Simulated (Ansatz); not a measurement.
**GeH3(NHtBu) (C₄H₁₃GeN): geometry, orbitals and charge**

Aim: characterise GeH3(NHtBu) (C₄H₁₃GeN) as a singlet: its structure, frontier levels and distribution of charge.

Computed with Ansatz 0.2.0, Gaussian basis. Level: RKS PBE0-D4/def2-TZVP.

The runs, in order: relaxation at r2SCAN-D4/def2-SVP; a single point at PBE0-D4/def2-TZVP.

## 1. The starting structure

19 atoms, charge 0, spin multiplicity 1.

Atoms are counted from 1 here; the program's logs count them from 0.

Bond lengths: Ge1–H2 1.493 Å, Ge1–H3 1.496 Å, Ge1–H4 1.512 Å, Ge1–N5 1.805 Å, N5–C6 1.457 Å, N5–H10 1.012 Å, C6–C7 1.525 Å, C6–C8 1.533 Å, C6–C9 1.534 Å, C7–H11 1.087 Å, C7–H12 1.090 Å, C7–H13 1.087 Å, C8–H14 1.087 Å, C8–H15 1.087 Å, C8–H16 1.088 Å, C9–H17 1.089 Å, C9–H18 1.089 Å, C9–H19 1.087 Å. Angles: H2–Ge1–H3 110.3°, H2–Ge1–H4 108.8°, H2–Ge1–N5 104.5°, H3–Ge1–H4 107.8°, H3–Ge1–N5 108.9°, H4–Ge1–N5 116.5°, Ge1–N5–C6 126.4°, Ge1–N5–H10 113.5°, C6–N5–H10 109.8°, N5–C6–C7 108.6°, N5–C6–C8 108.1°, N5–C6–C9 111.2°, C7–C6–C8 109.7°, C7–C6–C9 109.7°, C8–C6–C9 109.6°, C6–C7–H11 110.6°, C6–C7–H12 109.9°, C6–C7–H13 109.7° and more.

Geometry (Å):

```mol
C4H13GeN
  3D, bonds by distance, orders not assigned

 19 18  0  0  0  0  0  0  0  0999 V2000
    1.0225    1.3993    1.6992 Ge  0  0
    0.7114    1.5252    3.1542 H   0  0
    2.4481    0.9900    1.5077 H   0  0
    0.8363    2.7483    1.0429 H   0  0
   -0.0505    0.0686    1.1205 N   0  0
   -0.2434   -0.3468   -0.2623 C   0  0
    1.1113   -0.3545   -0.9620 C   0  0
   -0.8290   -1.7634   -0.2558 C   0  0
   -1.1986    0.6017   -0.9971 C   0  0
   -0.9286    0.0121    1.6201 H   0  0
    1.0172   -0.7391   -1.9743 H   0  0
    1.5114    0.6582   -1.0075 H   0  0
    1.8074   -0.9788   -0.4068 H   0  0
   -0.1673   -2.4338    0.2869 H   0  0
   -0.9480   -2.1318   -1.2716 H   0  0
   -1.8022   -1.7713    0.2312 H   0  0
   -0.7909    1.6118   -0.9918 H   0  0
   -2.1699    0.6184   -0.5051 H   0  0
   -1.3372    0.2860   -2.0284 H   0  0
  1  2  8  0
  1  3  8  0
  1  4  8  0
  1  5  8  0
  5  6  8  0
  5 10  8  0
  6  7  8  0
  6  8  8  0
  6  9  8  0
  7 11  8  0
  7 12  8  0
  7 13  8  0
  8 14  8  0
  8 15  8  0
  8 16  8  0
  9 17  8  0
  9 18  8  0
  9 19  8  0
M  END
```

The start is a GFN2-xTB geometry.

## 2. Optimising with r2SCAN-D4/def2-SVP

Contents of in.yaml:

```yaml
crystal:
  periodic: [false, false, false]
  atoms:
    - {symbol: Ge, position_ang: [1.022500, 1.399340, 1.699210]}
    - {symbol: H, position_ang: [0.711360, 1.525200, 3.154160]}
    - {symbol: H, position_ang: [2.448120, 0.989990, 1.507730]}
    - {symbol: H, position_ang: [0.836300, 2.748270, 1.042860]}
    - {symbol: N, position_ang: [-0.050540, 0.068580, 1.120470]}
    - {symbol: C, position_ang: [-0.243350, -0.346750, -0.262280]}
    - {symbol: C, position_ang: [1.111260, -0.354550, -0.962050]}
    - {symbol: C, position_ang: [-0.828960, -1.763440, -0.255840]}
    - {symbol: C, position_ang: [-1.198640, 0.601670, -0.997110]}
    - {symbol: H, position_ang: [-0.928630, 0.012110, 1.620130]}
    - {symbol: H, position_ang: [1.017240, -0.739120, -1.974310]}
    - {symbol: H, position_ang: [1.511380, 0.658210, -1.007500]}
    - {symbol: H, position_ang: [1.807400, -0.978770, -0.406760]}
    - {symbol: H, position_ang: [-0.167250, -2.433830, 0.286890]}
    - {symbol: H, position_ang: [-0.948000, -2.131830, -1.271570]}
    - {symbol: H, position_ang: [-1.802170, -1.771320, 0.231230]}
    - {symbol: H, position_ang: [-0.790870, 1.611840, -0.991800]}
    - {symbol: H, position_ang: [-2.169930, 0.618370, -0.505100]}
    - {symbol: H, position_ang: [-1.337210, 0.286030, -2.028380]}
basis:
  gaussian: {orbitals: def2-SVP}
hamiltonian: {xc: r2scan, dispersion: d4}
scf: {lower_state_search: "off"}
output: {orbitals: {seedname: orbitals}}
relax: {f_tol: 0.02, max_steps: 100}
```

On the command line:

```sh
> ansatz run in.yaml --threads 4 --pin off --events-out ev --progress --plain --max-ram 4787MiB
```

After this run come: Single point, PBE0-D4/def2-TZVP.

Q: Predict the results of all the runs planned. Wanted: point group; commonest bond, hydrogen aside; HOMO, LUMO at PBE0-D4/def2-TZVP; dipole at r2SCAN-D4/def2-SVP.

**Answer**, as computed:

| quantity | value |
| --- | --- |
| point group | C1 |
| commonest bond, hydrogen aside | C–C, 3 of mean length 1.534 Å |
| HOMO, LUMO at PBE0-D4/def2-TZVP | -6.55, 0.55 eV |
| dipole at r2SCAN-D4/def2-SVP | 0.93 D |

In words: The molecule keeps its bonding pattern by the stored test; the atoms moved 0.06 Å (rms). No usable vibrations, so a minimum isn't proven. The point group is read from a loosely relaxed geometry; soft torsions can leave it below the true symmetry.
